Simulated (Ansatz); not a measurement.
What does this script print? It uses Ansatz 0.2.0, Python API.

Contents of `asb2h7n2.xyz`:
```text
12

B    -0.50770    1.30530    1.61590
N    -0.65230   -0.14260    1.29970
B    -0.02140   -0.40020   -0.06210
N    -0.54520    0.13700   -1.33430
As    1.70460   -1.54900   -0.15320
H    -0.06370    1.72800    2.61330
H    -1.05930    2.14300    0.90530
H    -1.62140   -0.36910    1.20550
H    -0.80540   -0.68170   -1.90010
H     0.10610    0.70820   -1.78780
H     1.12050   -2.40970   -1.28230
H     2.42220   -0.52440   -1.08590
```

Script `methods_asb2h7n2.py`:
```python
"""One geometry of AsB2H7N2, method by method."""

from pathlib import Path

import ansatz as az
import numpy as np

geometry = az.Crystal.molecule_from_extxyz("asb2h7n2.xyz")

base = (
    geometry.calculation()
    .basis(gaussian="def2-SVP")
    .scf(lower_state_search="off")
)

print("functional    E (Ha)        dipole (D)   HOMO (eV)  LUMO (eV)")
for name in ["lc_wpbe", "pbe0", "r2scan0", "b3lyp"]:
    rep = base.functional(name).forces().orbitals().run(threads=1, pin="off", runs_dir="runs").report
    lines = Path(rep["orbitals_path"]).read_text().splitlines()
    field_of = lambda key: [line.split("=")[1].strip() for line in lines if line.startswith(key)]
    orbitals = [(27.211386 * float(e), s, float(n)) for e, s, n in zip(field_of("Ene="), field_of("Spin="), field_of("Occup="))]
    homo = max(e for e, _, n in orbitals if n > 0.5)
    lumo = min(e for e, _, n in orbitals if n < 0.5)
    dipole = 4.803205 * np.linalg.norm(rep["charge_distribution"]["dipole_moment_e_ang"])
    print(f"{name:10s} {rep['free_energy_ev'] / 27.211386246:14.6f} {dipole:9.3f} {homo:11.3f} {lumo:10.3f}")
```

```console
$ python methods_asb2h7n2.py
functional    E (Ha)        dipole (D)   HOMO (eV)  LUMO (eV)
lc_wpbe      -2398.469425     2.245      -8.876      0.138
pbe0         -2398.406764     2.218      -6.259     -2.227
r2scan0      -2398.746878     2.269      -6.446     -2.039
b3lyp        -2398.932678     2.084      -6.010     -2.396
```

What to keep in mind:
- These settings explore the input space; basis and method may be short of convergence.
- The geometry is a force-field or estimated start, not a minimum of this method, and the basis set is short of its limit. A lower total doesn't mark the better method: functionals have no common bound, and MP2 and coupled cluster aren't variational.
- b3lyp holds the VWN-RPA fit, as in Gaussian; the form of ORCA and Turbomole is b3lyp5.
- Levels such as HOMO and LUMO are orbital energies: with these approximate functionals they aren't the ionisation energy and electron affinity, and their gap isn't the fundamental gap.
- Hardware and time: 25 s on 1 thread of Arm Neoverse V1 (shared host), peak memory 0.31 GiB.

(Lines on the test bed's own set-up are left out of the output.)
